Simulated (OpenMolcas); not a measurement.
# W⁵⁺ among point charges: CASSCF and CASPT2 levels and susceptibility

How does a field of 6 point charges split the states of W⁵⁺, and what χT follows?

The numbers are computed with OpenMolcas 26.06 (state-averaged CASSCF and CASPT2, spin-orbit coupling by RASSI with atomic mean-field integrals), except any that are marked as measured or tabulated.

## 1. Starting point

* Species: W⁵⁺ (tungsten, Z = 74, 69 electrons)
* Basis: ANO-RCC-VDZP [7s6p4d2f1g], 68 functions
* Scalar Hamiltonian: DKH2, point nucleus
* Inactive shells: 1s 2s 2p 3s 3p 3d 4s 4p 4d 4f 5s 5p
* Active space: 1 electron in 5 orbitals (5d)
* Some configurations of this space: 5d
* Orbitals: optimised for each spin and parity, averaged over all roots

The outer shells:

5d
```
5d [↑ ][  ][  ][  ][  ]
```

The ion sits among 6 point charges of -1.7 e arranged as an octahedron (Oh), 2.15 Å from the ion.

The work runs as a chain of OpenMolcas steps in one folder; each step below is one input file. Labels, J, g values, rates, χT and fits are worked out afterwards by a script from the matrices that RASSI stores. The input lists half of the charges; inversion (Group=XYZ) makes the rest.

## 2. Basis and integrals

File a.inp:

```
&GATEWAY
Coord
1

W 0.0 0.0 0.0
Basis=ANO-RCC-VDZP
Group=XYZ
NoMove
AngMom=0.0 0.0 0.0
AMFI
XField
3 Angstrom 0
2.150000 0.000000 0.000000 -1.700000
0.000000 2.150000 0.000000 -1.700000
0.000000 0.000000 2.150000 -1.700000
&SEWARD
```

Started as:

```console
OMP_NUM_THREADS=1 MOLCAS_MEM=1689 MOLCAS_PROJECT=a pymolcas a.inp > a.log
```

## 3. Reference wave functions, doublets of even parity, 5 roots

File a.inp:

```
&RASSCF
FileOrb=start.orb
Symmetry=1
Spin=2
nActEl=1 0 0
Inactive=15 19
Ras2=5 0
CIRoot=5 5 1
SDav=5
CIMx=300
Iter=120 100
PrWF=0.3
OrbListing=Nothing
MaxOrb=0
>>> COPY $Project.JobIph JOB001
```

start.orb holds the contracted functions of the basis, ordered by shell, or the orbitals of the step before.

## 4. RASSI: spin-orbit coupling between the states

File a.inp:

```
&RASSI
NrOfJobIphs=1 5
1 2 3 4 5
IphNames
JOB001
EJob
SpinOrbit
DIPRint=1.0
SOCoupling=1000.0
Subsets=2
Property=9
'ANGMOM' 1 'ANGMOM' 2 'ANGMOM' 3 'MLTPL  1' 1 'MLTPL  1' 2 'MLTPL  1' 3
'AMFI' 1 'AMFI' 2 'AMFI' 3
SOProperty=3
'ANGMOM' 1 'ANGMOM' 2 'ANGMOM' 3
```

## 5. CASPT2: IPEA 0.25, imaginary shift 0.1 (closed shells correlated: 4f 5s 5p)

File a.inp:

```
>>> COPY JOB001 $Project.JobIph
&CASPT2
Multistate=5 1 2 3 4 5
NoMult
Frozen=14 9
IPEA=0.25
Imaginary=0.1
MaxIter=60
WThr=0.0 0.3 0.05
PrWF=0.5
NoMix
```

(Steps that only read results are left out.)

Before running it: what results should come out? Wanted: spin-free ground state; first state of the same spin within the active space; lowest level; next level.

The runs gave:

| quantity | value |
| --- | --- |
| method | SS-CASPT2, IPEA 0.25, imaginary shift 0.1 (closed shells correlated: 4f 5s 5p) |
| spin-free ground state | 2T2, 3-fold in its orbital part |
| first state of the same spin within the active space | 2E at 8030 cm⁻¹ |
| lowest level | 4-fold Γ8 |
| next level | 7884.6 cm⁻¹ |
| χT at 300 K | 0.20 cm³ K/mol |
| effective moment at 300 K | 1.28 μB |

Cost by method:

```tsv
method	time of its own steps	time with the reference
A. CASSCF	1.2 s	1.2 s
B. SS-CASPT2, IPEA 0.25, imaginary shift 0.1, +4f 5s 5p	0.62 s	1.8 s
```

Times are of one thread on a shared host.

What this shows: The spin-free ground state (2T2) comes to 100 % from free-ion D terms and keeps the highest spin of the shell. χT at 300 K is 0.20, against 0.38 cm³ K/mol for the spin alone, so orbital moment lowers it. A ligand-field fit to the states below 45000 cm-1 gives 10Dq = 8028 cm-1, the gap between the two states. The field of point charges can differ much from that of real complexes. This is an electrostatic model: the charges have no orbitals.
